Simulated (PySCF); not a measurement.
# CH3Cl2FSi: the cost of one run

The runs use PySCF 2.14.0, with density-fitted response routines of our own; the level of theory stands in each step. All values are computed, except where a source is named. Atoms count from 0, in the outputs and in this text.

## 1. The molecule as given

8 atoms, charge 0, multiplicity 1; geometry from: PBE0-D3(BJ)/def2-SVP.

Bonds of the start (Å): F0–Si1 1.62, Si1–C2 1.89, C2–Cl3 1.77, C2–Cl4 1.79, Si1–H5 1.48, Si1–H6 1.49, C2–H7 1.10.

## 2. Core holes by ΔSCF: SCAN, X2C

The job: settings as JSON, then the geometry in Å.

```
{"job": {"kind": "xps"}, "charge": 0, "multiplicity": 1}
F      2.032518    -1.422501    -1.152537
Si     1.042765    -0.373886    -0.408616
C     -0.747964    -0.818715    -0.838169
Cl    -1.152542    -2.440657    -0.241901
Cl    -1.741135     0.455326    -0.067679
H      1.209343    -0.499292     1.058703
H      1.327546     0.987842    -0.929089
H     -0.976368    -0.798712    -1.911892
```

With the program's defaults for keys left out, this is: delta-SCF UKS SCAN, pcX-2 on the ionised atom, pcseg-1 elsewhere, spin-free X2C.

On the command line:

```console
$ OMP_NUM_THREADS=1 python probes_run.py task.json out
```

The driver reads the jobs from task.json and runs them one after another.

**Question.** How long does this first job take on 1 thread of Arm Neoverse V1, shared host, and how much memory does it need?

About 22 s, with a peak of 0.42 GiB.
